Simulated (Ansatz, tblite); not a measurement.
# Mer-CoF3(H2O)3 (CoF3H6O3): rung by rung

How do method and basis change the picture of mer-CoF3(H2O)3 (CoF3H6O3) (singlet)?

The runs use Ansatz 0.2.0, Gaussian basis; as each input shows.

The runs, in order: GFN1-xTB, GFN2-xTB, PBE-D4/def2-TZVP, r2SCAN-D4/def2-TZVP, revPBE-D4/def2-TZVP, LDA/def2-TZVP, r2SCANh-D4/def2-TZVP, PBE-D4/def2-SVP, PBE0-D4/def2-SVP, HF/STO-3G, CCSD(T)/def2-SVP, MP2/def2-TZVP.

1 further run of the same task is left out (set aside as unsound or not needed). Runs told in other sessions of the task aren't counted.

## Step 1: The structure

The singlet was relaxed beforehand with r2SCAN-D4/def2-SVP.

13 atoms, charge 0, spin multiplicity 1.

Bond lengths: Co1–F2 1.802 Å, Co1–F3 1.851 Å, Co1–F4 1.782 Å, Co1–O5 1.963 Å, Co1–O6 1.921 Å, Co1–O7 1.937 Å, O5–H8 0.970 Å, O5–H9 0.984 Å, O6–H10 0.980 Å, O6–H11 0.995 Å, O7–H12 0.979 Å, O7–H13 0.993 Å. Angles: F2–Co1–F3 172.5°, F2–Co1–F4 92.6°, F2–Co1–O5 92.3°, F2–Co1–O6 81.2°, F2–Co1–O7 98.5°, F3–Co1–F4 94.5°, F3–Co1–O5 80.6°, F3–Co1–O6 101.6°, F3–Co1–O7 79.7°, F4–Co1–O5 175.1°, F4–Co1–O6 86.3°, F4–Co1–O7 86.1°, O5–Co1–O6 93.9°, O5–Co1–O7 93.8°, O6–Co1–O7 172.4°, Co1–O5–H8 110.0°, Co1–O5–H9 91.4°, H8–O5–H9 107.3° and more.

No spin-orbit coupling is included.

PBE0-D4/def2-TZVP was run before; its log isn't repeated, and its numbers join the tables.

## Step 2: GFN1-xTB

Tight binding, by tblite at 300 K electronic temperature and without a spin-polarisation term:

```python
tblite.interface.Calculator('GFN1-xTB', numbers, positions, charge=0, uhf=0).singlepoint()
```

Energy -987.8905 eV, HOMO -11.77 eV, LUMO -9.97 eV; 0.008 s.

## Step 3: GFN2-xTB

Tight binding, by tblite at 300 K electronic temperature and without a spin-polarisation term:

```python
tblite.interface.Calculator('GFN2-xTB', numbers, positions, charge=0, uhf=0).singlepoint()
```

Energy -904.6510 eV, HOMO -10.03 eV, LUMO -8.34 eV; 0.005 s.

## Step 4: PBE-D4/def2-TZVP

start.molden holds the orbitals of an earlier run on this state, given as this run's starting guess.

The input, in.yaml:

```yaml
crystal:
  periodic: [false, false, false]
  atoms:
    - {symbol: Co, position_ang: [0.157337, 0.091049, 0.041206]}
    - {symbol: F, position_ang: [0.228728, 0.519683, 1.790250]}
    - {symbol: F, position_ang: [-0.143706, -0.416448, -1.713681]}
    - {symbol: F, position_ang: [1.933237, 0.056574, -0.105287]}
    - {symbol: O, position_ang: [-1.805818, 0.107324, 0.035687]}
    - {symbol: O, position_ang: [0.303613, 1.998918, -0.128143]}
    - {symbol: O, position_ang: [0.268081, -1.834804, 0.214353]}
    - {symbol: H, position_ang: [-2.145414, -0.606695, 0.597389]}
    - {symbol: H, position_ang: [-1.829144, -0.214618, -0.894155]}
    - {symbol: H, position_ang: [1.257771, 1.994351, -0.352239]}
    - {symbol: H, position_ang: [0.307761, 2.037042, 0.865725]}
    - {symbol: H, position_ang: [1.223815, -1.853894, 0.426660]}
    - {symbol: H, position_ang: [0.243738, -1.878484, -0.777764]}
basis:
  gaussian: {orbitals: def2-TZVP, initial_orbitals: start.molden}
hamiltonian: {xc: pbe, dispersion: d4}
scf: {omitted_lower_state_checks: [starts]}
output: {forces: true, orbitals: {seedname: orbitals}}
```

The run is started by

```sh
$ ansatz run in.yaml --threads 4 --pin off --events-out ev --progress --plain --max-ram 4787MiB
```

The runs that follow: r2SCAN-D4/def2-TZVP; revPBE-D4/def2-TZVP; LDA/def2-TZVP; r2SCANh-D4/def2-TZVP; PBE-D4/def2-SVP; PBE0-D4/def2-SVP; HF/STO-3G; CCSD(T)/def2-SVP; MP2/def2-TZVP.

Before running them: what should the planned runs give, taken together? Wanted: gap in def2-TZVP, named functionals, smallest and largest; correlation energy, CCSD(T)/def2-SVP; correlation energy, MP2/def2-TZVP; binding an atom, functionals in def2-TZVP; PBE0 total energy, smallest basis above largest.

The runs gave:

| quantity | value |
| --- | --- |
| gap in def2-TZVP, named functionals, smallest and largest | 1.16 eV (LDA), 5.73 eV (PBE0-D4) |
| correlation energy, CCSD(T)/def2-SVP | -44.34 eV |
| correlation energy, MP2/def2-TZVP | -56.43 eV |
| binding an atom, functionals in def2-TZVP | 3.33 (PBE0-D4) to 4.18 eV (LDA) |
| PBE0 total energy, smallest basis above largest | 22.89 eV (def2-SVP, def2-TZVP) |

What this shows: Orbital gaps of the named functionals in def2-TZVP span 1.16 eV (LDA) to 5.73 eV (PBE0-D4); exact exchange widens it. Notes on CCSD(T)/def2-SVP and its Hartree-Fock reference, which MP2 shares: restricted state is unstable towards broken spin symmetry.
